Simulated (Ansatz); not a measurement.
Write a Python script for Ansatz's Python interface that makes vertical and adiabatic energies of changing the electron count of FH2Sn, SMILES [F][SnH2]. Use (for the species named): PBE, def2-SVP basis, multiplicity 2.

`fh2sn.xyz`
```text
4

F    -1.62210   -0.26420    0.65520
Sn   -0.03820   -0.22460   -0.40530
H     1.20530   -1.01000    0.48850
H     0.51050    1.43840   -0.75870
```

`adiabatic.py`
```python
'''Vertical and adiabatic ionisation of FH2Sn.'''

import itertools

import ansatz
from ase.data import atomic_numbers, covalent_radii
import numpy as np

fh2sn = ansatz.Crystal.molecule_from_extxyz('fh2sn.xyz')

base = (
    fh2sn.calculation()
    .basis(gaussian='def2-SVP')
    .functional('pbe')
    .spin('collinear', total=1)
)
symbols = [site.symbol for site in fh2sn.cartesian_sites]
start = np.array([site.position_ang for site in fh2sn.cartesian_sites], dtype=float)
report = base.relax(force_tolerance=0.01).run(threads=1).report
end = np.array(report['positions_ang'])

minimum = ansatz.Crystal.molecule()
for symbol, place in zip(symbols, end):
    minimum = minimum.atom(symbol, place.tolist())
ion = (
    minimum.calculation()
    .basis(gaussian='def2-SVP')
    .functional('pbe')
    .charge(1)
)
vertical = ion.run(threads=1).report
settled = ion.relax(force_tolerance=0.01, max_steps=80).run(threads=1).report
print(f'vertical ionisation energy   {vertical["free_energy_ev"] - report["free_energy_ev"]:.3f} eV')
print(f'adiabatic, no zero point     {settled["free_energy_ev"] - report["free_energy_ev"]:.3f} eV')
print(f'relaxation energy of the ion {vertical["free_energy_ev"] - settled["free_energy_ev"]:.3f} eV')
ionised = np.array(settled['positions_ang'])
# pairs closer than 1.2 times the sum of covalent radii, before or after
radius = [covalent_radii[atomic_numbers[s]] for s in symbols]
span = lambda where, i, j: np.linalg.norm(where[i] - where[j])
bonded = [(i, j) for i, j in itertools.combinations(range(len(symbols)), 2) if min(span(end, i, j), span(ionised, i, j)) < 1.2 * (radius[i] + radius[j])]
print('pair        before    after (A)')
for i, j in bonded:
    print(f'{symbols[i]}{i}-{symbols[j]}{j}'.ljust(10), f'{span(end, i, j):8.4f} {span(ionised, i, j):8.4f}')
```

```console
$ python adiabatic.py
vertical ionisation energy   8.870 eV
adiabatic, no zero point     7.935 eV
relaxation energy of the ion 0.935 eV
pair        before    after (A)
F0-Sn1       1.9736   1.9158
Sn1-H2       1.7608   1.7089
Sn1-H3       1.7608   1.7089
```

The energies are electronic: no zero-point or thermal terms, and the basis set is short of its limit. The product may relax into another structure. Each relaxation finds its nearest minimum, which needn't be the lowest. def2 sets replace the cores of elements past krypton by effective core potentials. The run takes the species as open-shell (spin multiplicity 2), which needn't be its ground state. Only the spin states typed were run; another state of an ion can lie lower, by up to an eV or two. Wall time of the script: 15 s on 1 thread of Arm Neoverse V1, with other jobs on the host, peak memory 0.19 GiB.
